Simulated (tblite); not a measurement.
# C5H10BNO2: the cost of one run

Programs: tblite 0.8.0 and PySCF 2.14.0, with density-fitted response routines of our own. Each step states its level of theory. These are calculated values for one molecule in the gas phase, unless marked as measured. Atoms count from 0, in the outputs and in this text.

### 1 Starting geometry

19 atoms, charge 0, multiplicity 1; geometry from: force field or distance geometry start.

Bonds of the start (Å): C0–N1 1.42, N1–C2 1.25, C2–C3 1.45, C3–C4 1.53, C4–C5 1.49, C5–O6 1.40, O6–B7 1.48, B7–O8 1.46, O8–C3 1.41, C0–H9 1.12, C0–H10 1.09, C0–H11 1.12, C2–H12 1.11, C3–H13 1.10, C4–H14 1.10, C4–H15 1.11, C5–H16 1.11, C5–H17 1.13, B7–H18 1.18.

### 2 Relaxing the molecule with GFN2-xTB

What the job is given:

```
{"job": {"kind": "relax", "xc": "GFN2-xTB", "basis": "xTB"}, "charge": 0, "multiplicity": 1}
C      2.915700     0.473000     0.047800
N      1.872900     1.121500    -0.671600
C      0.675500     0.812800    -0.485800
C      0.164600    -0.192900     0.427100
C     -0.860500    -1.030400    -0.343300
C     -2.237600    -0.959500     0.230900
O     -2.689000     0.344100     0.438700
B     -1.661800     1.097300     1.188900
O     -0.435500     0.398400     1.558100
H      3.145600     1.033400     0.986500
H      2.806500    -0.598300     0.228700
H      3.834900     0.577700    -0.577200
H     -0.078800     1.374100    -1.081100
H      0.887100    -0.910100     0.831900
H     -0.536600    -2.081500    -0.299600
H     -0.846400    -0.723600    -1.406400
H     -2.941300    -1.424700    -0.485100
H     -2.304900    -1.571500     1.176600
H     -1.720100     2.269600     1.257700
```

Command:

```sh
> OMP_NUM_THREADS=1 python probes_run.py task.json out
```

One launch serves the whole session: the jobs run in the order shown.

Q: Estimate the wall time and peak memory of this first job on 1 thread of Arm Neoverse N1, shared host.

About 1.6 s, with a peak of 0.18 GiB.
